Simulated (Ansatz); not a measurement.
# AlH5O2SSi: up Jacob's ladder to CCSD(T)

One table from this session's results is given with a row withheld; the runs are named, their logs left out.

Method: functionals in def2-TZVPP, the program's frozen cores in correlated methods; program: Ansatz 0.2.0, Gaussian basis.

Plan: LDA (SPW92), PBE-D4, revPBE-D4, BLYP-D4, r2SCAN-D4, B97M-V, PBE0-D4, B3LYP-D4, r2SCANh-D4, r2SCAN0-D4, HSE06-D4, BHLYP-D4, CAM-B3LYP-D4, LC-ωPBE, ωB97X-V, ωB97M-V, B2PLYP, PBE-QIDH; CCSD(T)/def2-SVP; CCSD(T)/def2-TZVPP; MP2/def2-QZVPP; extrapolation to the limit; RPA on PBE.

## The relaxed structure

The geometry comes from an earlier relaxation with PBE0-D4 in a triple-zeta def2 set; it is a stationary point, not always the lowest conformer.

SMILES `[OH][Al]([SH])[O][SiH3]`, 10 atoms, charge 0, spin multiplicity 1.

Atoms are counted from 1 here; the program's logs count them from 0.

Bond lengths: O1–Al2 1.685 Å, O1–H6 0.955 Å, Al2–S3 2.173 Å, Al2–O4 1.672 Å, S3–H7 1.344 Å, O4–Si5 1.625 Å, Si5–H8 1.487 Å, Si5–H9 1.487 Å, Si5–H10 1.487 Å. Angles: Al2–O1–H6 124.3°, O1–Al2–S3 121.1°, O1–Al2–O4 119.2°, S3–Al2–O4 119.7°, Al2–S3–H7 92.2°, Al2–O4–Si5 167.1°, O4–Si5–H8 110.1°, O4–Si5–H9 110.5°, O4–Si5–H10 109.5°, H8–Si5–H9 109.0°, H8–Si5–H10 108.8°, H9–Si5–H10 108.8°.

Set-up of the first run:

in.yaml reads:

```yaml
crystal:
  periodic: [false, false, false]
  atoms:
    - {symbol: O, position_ang: [-1.746306, 0.961644, 1.542618]}
    - {symbol: Al, position_ang: [-0.197033, 0.862280, 0.888675]}
    - {symbol: S, position_ang: [1.391409, 2.184802, 1.558544]}
    - {symbol: O, position_ang: [0.115568, -0.274820, -0.295959]}
    - {symbol: Si, position_ang: [0.068121, -1.469232, -1.396823]}
    - {symbol: H, position_ang: [-2.005559, 1.582052, 2.220841]}
    - {symbol: H, position_ang: [2.280134, 1.629942, 0.716188]}
    - {symbol: H, position_ang: [-0.668375, -1.019864, -2.607708]}
    - {symbol: H, position_ang: [-0.608807, -2.668082, -0.835535]}
    - {symbol: H, position_ang: [1.453950, -1.839822, -1.787841]}
basis:
  gaussian: {orbitals: def2-TZVPP}
hamiltonian: {xc: lda}
output: {orbitals: {seedname: orbitals}}
```

Among the steps run: LDA; PBE-D4 (GGA); revPBE-D4 (GGA); BLYP-D4 (GGA); r2SCAN-D4 (meta-GGA); B97M-V (meta-GGA); PBE0-D4 (hybrid); B3LYP-D4 (hybrid); r2SCANh-D4 (hybrid); r2SCAN0-D4 (hybrid); HSE06-D4 (hybrid); BHLYP-D4 (hybrid); CAM-B3LYP-D4 (range-separated); LC-ωPBE-D4 (range-separated; the results give it without D4); ωB97X-V (range-separated); ωB97M-V (range-separated); B2PLYP (double hybrid); PBE-QIDH (double hybrid).

One table of the session follows, with a row left open; its other results are not shown here.

It belongs to the step «Frontier levels by functional». 

| functional | HOMO (eV) | gap (eV) |
| --- | --- | --- |
| LDA (SPW92) | -6.73 | 4.95 |
| PBE-D4 | -6.59 | 5.07 |
| revPBE-D4 | -6.54 | 5.16 |
| BLYP-D4 | -6.40 | 4.95 |
| r2SCAN-D4 | -6.89 | 5.82 |
| B97M-V | -6.96 | 5.59 |
| PBE0-D4 | -7.83 | 7.15 |
| B3LYP-D4 | -7.56 | 6.60 |
| r2SCANh-D4 | -7.34 | 6.54 |
| r2SCAN0-D4 | -8.02 | 7.61 |
| HSE06-D4 | -7.43 | 6.38 |
| BHLYP-D4 | ? | ? |
| CAM-B3LYP-D4 | -9.14 | 9.34 |
| LC-ωPBE | -10.58 | 12.05 |
| ωB97X-V | -10.20 | 11.44 |
| ωB97M-V | -10.03 | 10.94 |

**Question.** Estimate the row for BHLYP-D4.

Worked estimate for «HOMO (eV)». Against the share of exact exchange, BLYP-D4 (0, -6.40), B3LYP-D4 (0.2, -7.56) give a slope of -5.80 per unit share; at 0.5 the line stands at -9.30.

The run gave: HOMO (eV): -8.89; gap (eV): 8.97. In «HOMO (eV)» the line misses by -0.41.
